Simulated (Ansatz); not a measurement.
Crystal: FeGe.

```
Ge Fe
1.0
     4.68900    0.00000    0.00000
     0.00000    4.68900    0.00000
     0.00000    0.00000    4.68900
Ge Fe
4 4
Cartesian
  0.7409 1.6036 3.0854
  1.6036 3.0854 0.7409
  3.0854 0.7409 1.6036
  3.9481 3.9481 3.9481
  4.0560 2.9775 1.7115
  2.9775 1.7115 4.0560
  1.7115 4.0560 2.9775
  0.6330 0.6330 0.6330
```

Alike in all runs: program Ansatz 0.2.0; functional PBEsol; potentials or basis Ansatz PAW; cutoff 420 eV (not typed: the program's choice for these potentials); k mesh 5 × 5 × 5; occupations fermi-dirac, width 0.05 eV.

Problem. Only the start or the spin constraint differs. Which run ends lowest in energy?
A. collinear spin, ferromagnetic start of up to 3 μB; fixed moment 12
B. collinear spin, ferromagnetic start of up to 1.5 μB; fixed moment 6
C. collinear spin, ferromagnetic start of up to 0.75 μB; fixed moment 3
D. collinear spin, ferromagnetic start of up to 3.75 μB; fixed moment 15
E. collinear spin, program default start; fixed moment 0
F. collinear spin, ferromagnetic start of up to 2.25 μB; fixed moment 9

Solution. C.

| start | free energy over the lowest (meV/atom) | net moment (μB) | site or absolute moments (μB) | gap |
| --- | --- | --- | --- | --- |
| collinear spin, ferromagnetic start of up to 2.25 μB; fixed moment 9 | 127.9 | 9.00 | Ge -0.01; Fe +2.24 | - |
| collinear spin, ferromagnetic start of up to 3.75 μB; fixed moment 15 | 919.8 | 15.00 | Ge +0.22; Fe +3.15 | - |
| collinear spin, ferromagnetic start of up to 0.75 μB; fixed moment 3 | 0.0 | 3.00 | Ge -0.04; Fe +0.84 | - |
| collinear spin, ferromagnetic start of up to 3 μB; fixed moment 12 | 405.0 | 12.00 | Ge +0.09; Fe +2.75 | - |
| collinear spin, ferromagnetic start of up to 6 μB; fixed moment 24 | 3812.0 | 24.00 | Ge +0.65; Fe +4.03 | - |
| collinear spin, ferromagnetic start of up to 4.5 μB; fixed moment 18 | 1675.7 | 18.00 | Ge +0.36; Fe +3.47 | - |
| collinear spin, program default start; fixed moment 0 | 18.4 | 0.00 | - | - |
| collinear spin, ferromagnetic start of up to 1.5 μB; fixed moment 6 | 10.2 | 6.00 | Ge -0.05; Fe +1.60 | - |

All polarised runs hold their moment fixed, so the table maps the energy against it. A still lower state may exist.

Caveats: the total moment is fixed, so each spin has its own Fermi level; forces of over 1 eV/Å show positions far from the minimum, so gaps and moduli don't describe the material at rest (some runs).
